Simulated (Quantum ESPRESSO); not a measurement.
**CrN2: Wannier functions under several settings**

```
Cr N
1.0
     3.90179    0.00000    0.00000
     0.00000    4.80951    0.00000
     0.00000    0.00000    2.78417
Cr N
2 4
Direct
  0.00000 0.00000 0.00000
  0.50000 0.50000 0.50000
  0.86617 0.58878 0.00000
  0.13383 0.41123 0.00000
  0.36617 0.91122 0.50000
  0.63383 0.08878 0.50000
```

The cell comes from a database or a generator and needn't be the stable form of this composition.

All runs used Quantum ESPRESSO 7.5; potentials GBRV 1.5 PBE; k mesh 5 × 4 × 7; given cell; collinear spin, ferromagnetic start; cutoff 612 eV; occupations fermi-dirac, width 0.05 eV.

```csv
level,start,Wannier mesh,spread a function (Å²),RMS miss of the bands (meV)
PBE,atomic projections with disentanglement,3 × 2 × 4,0.63,9
PBE,"atomic projections with disentanglement, not minimised",3 × 2 × 4,0.87,9
PBE,SCDM with an erfc weight,3 × 2 × 4,?,?
```

Q: What stands in the row left open?

A: Spread a function 1.10 Å²; RMS miss of the bands 38 meV.

Caveats: only a ferromagnetic start was run, and an antiferromagnetic order may lie lower in energy; the Wannier minimisation didn't converge (some runs).

For the row left open. Caveat: the k mesh is coarse; only a ferromagnetic start was run, and an antiferromagnetic order may lie lower in energy.
